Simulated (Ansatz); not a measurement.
# BF2GaGeH4: the cost of one run

All numbers below are computed with Ansatz 0.2.0 (RKS BLYP/def2-SVP).

**1. The starting structure**

Bond lengths: B1–Ga2 1.582 Å, Ga2–Ge3 2.187 Å, Ge3–F4 1.789 Å, Ge3–F5 1.744 Å, B1–H6 1.241 Å, B1–H7 1.164 Å, Ga2–H8 0.916 Å, Ge3–H9 1.548 Å. Angles: B1–Ga2–Ge3 123.3°, B1–Ga2–H8 147.2°, Ge3–Ga2–H8 63.6°, Ga2–B1–H6 110.0°, Ga2–B1–H7 92.0°, H6–B1–H7 118.1°, Ga2–Ge3–F4 93.3°, Ga2–Ge3–F5 105.9°, Ga2–Ge3–H9 132.6°, F4–Ge3–F5 109.5°, F4–Ge3–H9 104.1°, F5–Ge3–H9 109.0°.

As a file:

```xyz
9

B    -1.9238    0.0160    0.5229
Ga   -0.7269   -0.8601   -0.0267
Ge    1.2642   -0.0508   -0.4324
F     1.6925    0.0407    1.3022
F     1.0073    1.5577   -1.0551
H    -1.9600    1.1047   -0.0718
H    -1.4957   -0.0038    1.6051
H    -0.2925   -1.1966   -0.7599
H     2.5232   -0.6541   -1.1015
```

**2. End point A**

input.yaml

```yaml
crystal:
  periodic: [false, false, false]
  atoms:
    - { symbol: B, position_ang: [-1.9238, 0.016, 0.5229] }
    - { symbol: Ga, position_ang: [-0.7269, -0.8601, -0.0267] }
    - { symbol: Ge, position_ang: [1.2642, -0.0508, -0.4324] }
    - { symbol: F, position_ang: [1.6925, 0.0407, 1.3022] }
    - { symbol: F, position_ang: [1.0073, 1.5577, -1.0551] }
    - { symbol: H, position_ang: [-1.96, 1.1047, -0.0718] }
    - { symbol: H, position_ang: [-1.4957, -0.0038, 1.6051] }
    - { symbol: H, position_ang: [-0.2925, -1.1966, -0.7599] }
    - { symbol: H, position_ang: [2.5232, -0.6541, -1.1015] }
basis:
  gaussian: { orbitals: def2-SVP }
hamiltonian:
  xc: blyp
relax:
  f_tol: 0.02
  max_steps: 50
```

The run is started by

```bash
ansatz run input.yaml --threads 2 --pin off --max-ram 3072MiB --backend cpu --events-out ev --progress --plain --runs-dir out
```

What time and memory should one allow on 2 threads of Arm Neoverse V1, shared host?

About 55 s, with a peak of 0.18 GiB.
